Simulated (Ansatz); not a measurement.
ZnAg and its elements, a formation energy from the elements

Program: Ansatz 0.2.0 through its Python package.

The cells in order, each with its output:

**Cell 1**
```python
from collections import Counter
import warnings

import ansatz as az
import numpy as np
```

**Cell 2**
```python
PHASES = {
    'ZnAg': (
        [(1.550832, -2.299682, 0.0), (1.550832, 2.299682, 0.0), (0.0, 0.0, 4.429162)],
        [
            ('Zn', (0.5, 0.5, 0.5)),
            ('Ag', (0.0, 0.0, 0.0)),
        ],
    ),
    'Zn': (
        [(2.67, 0.0, 0.0), (-1.335, 2.312288, 0.0), (0.0, 0.0, 4.966)],
        [
            ('Zn', (1 / 3, 2 / 3, 0.25)),
            ('Zn', (2 / 3, 1 / 3, 0.75)),
        ],
    ),
    'Ag': (
        [(0.0, 2.04275, 2.04275), (2.04275, 0.0, 2.04275), (2.04275, 2.04275, 0.0)],
        [
            ('Ag', (0.0, 0.0, 0.0)),
        ],
    ),
}
```

**Cell 3**
```python
def build(vectors, sites):
    crystal = az.Crystal(lattice=az.Lattice.of(vectors))
    for symbol, position in sites:
        crystal = crystal.atom(symbol, position)
    return crystal
```

**Cell 4**
```python
def solve(name, crystal):
    calc = crystal.calculation()
    calc = calc.functional('lda')
    calc = calc.basis(510)
    calc = calc.kpoints(spacing=0.33)
    calc = calc.occupations('fermi_dirac', width=0.1)
    calc = calc.stress()
    calc = calc.relax(force_tolerance=0.02, max_steps=60, cell=True)
    return calc.run()
```

**Cell 5**
```python
def counts(outcome):
    return Counter(site.symbol for site in outcome.lattice.sites)
```

**Cell 6**
```python
def formation_energy(outcome, mu):
    n = counts(outcome)
    return (outcome.report['energy_sigma0_ev'] - sum(k * mu[element] for element, k in n.items())) / sum(n.values())
```

**Cell 7**
```python
def volume_per_atom(outcome):
    return abs(np.linalg.det(outcome.lattice.cell_ang)) / len(outcome.lattice.sites)

warnings.simplefilter('ignore', az.DeckWarning)
```

**Cell 8**
```python
phases = {name: build(*cell) for name, cell in PHASES.items()}
```

**Cell 9**
```python
done = {name: solve(name, crystal) for name, crystal in phases.items()}
```

**Cell 10**
```python
# energy of one atom in its reference phase
references = {'Zn': 'Zn', 'Ag': 'Ag'}
mu = {element: done[name].report['energy_sigma0_ev'] / len(done[name].lattice.sites) for element, name in references.items()}
```

**Cell 11**
```python
target = done['ZnAg']
heat = formation_energy(target, mu)
n = counts(target)
print('cell content:', dict(n), ' volume', round(volume_per_atom(target), 3), 'A^3/atom')
print('formation energy', round(heat, 4), 'eV/atom,', round(heat * sum(n.values()), 4), 'eV per cell')
print('bound against the elements' if heat < 0 else 'unbound against the elements')
```
Output:
```text
cell content: {<Element.ZN: 'Zn'>: 1, <Element.AG: 'Ag'>: 1}  volume 14.787 A^3/atom
formation energy -0.0344 eV/atom, -0.0689 eV per cell
bound against the elements
```

Reading the output:
- For the metals among these phases the mesh is modest: differences between phases can be off by up to 40 meV an atom.
- The cells come from databases of deposited and of computed structures, and not all need be stable phases.
- The compound is the structure given, not necessarily its lowest; energies are at zero temperature, with no correction for gases. A semilocal functional's error on such energies is often 0.05 to 0.1 eV an atom, and 0.1 to 0.3 eV against gases such as O2 or F2.
- Finished in 23 s on 1 thread of Arm Neoverse V2, on a shared host, peak memory 0.43 GiB.

(Lines on the test bed's own set-up are left out of the output.)
